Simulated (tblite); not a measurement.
# C6H6FGaO: the cost of one run

Programs: tblite 0.8.0 and PySCF 2.14.0, with density-fitted response routines of our own. Each step states its level of theory. These are calculated values for one molecule in the gas phase, unless marked as measured. Atoms count from 0, in the outputs and in this text.

### 1 The molecule as given

15 atoms, charge 0, multiplicity 1; geometry from: force field or distance geometry start.

Bonds of the start (Å): C0–C1 1.47, C1–C2 1.18, C2–C3 1.47, C3–C4 1.30, C4–Ga5 2.19, Ga5–F6 1.86, Ga5–O7 1.91, O7–C8 1.37, C8–C3 1.46, C0–H9 1.12, C0–H10 1.12, C0–H11 1.10, C4–H12 1.08, C8–H13 1.14, C8–H14 1.13.

### 2 Optimising the geometry with GFN2-xTB

The job: settings as JSON, then the geometry in Å.

```
{"job": {"kind": "relax", "xc": "GFN2-xTB", "basis": "xTB"}, "charge": 0, "multiplicity": 1}
C      3.467800     0.020900    -0.175500
C      1.995600     0.003100    -0.229200
C      0.811400    -0.004800    -0.251400
C     -0.660600     0.031900    -0.304000
C     -1.298300     1.149100    -0.479500
Ga    -3.420800     0.606100    -0.453000
F     -4.791400     1.822100    -0.135900
O     -2.698400    -0.965000     0.368700
C     -1.450200    -1.192200    -0.149100
H      3.839300    -1.011800     0.022800
H      3.840600     0.368800    -1.175000
H      3.748100     0.695300     0.645200
H     -0.915400     2.147900    -0.624800
H     -1.498800    -1.740300    -1.150600
H     -0.973400    -1.923300     0.563800
```

The run is started by

```bash
$ OMP_NUM_THREADS=1 python probes_run.py task.json out
```

The driver reads the jobs from task.json and runs them one after another.

Q: Estimate the wall time of this first job on 1 thread of Intel Xeon at 2.50GHz, shared host.

About 1.6 s.
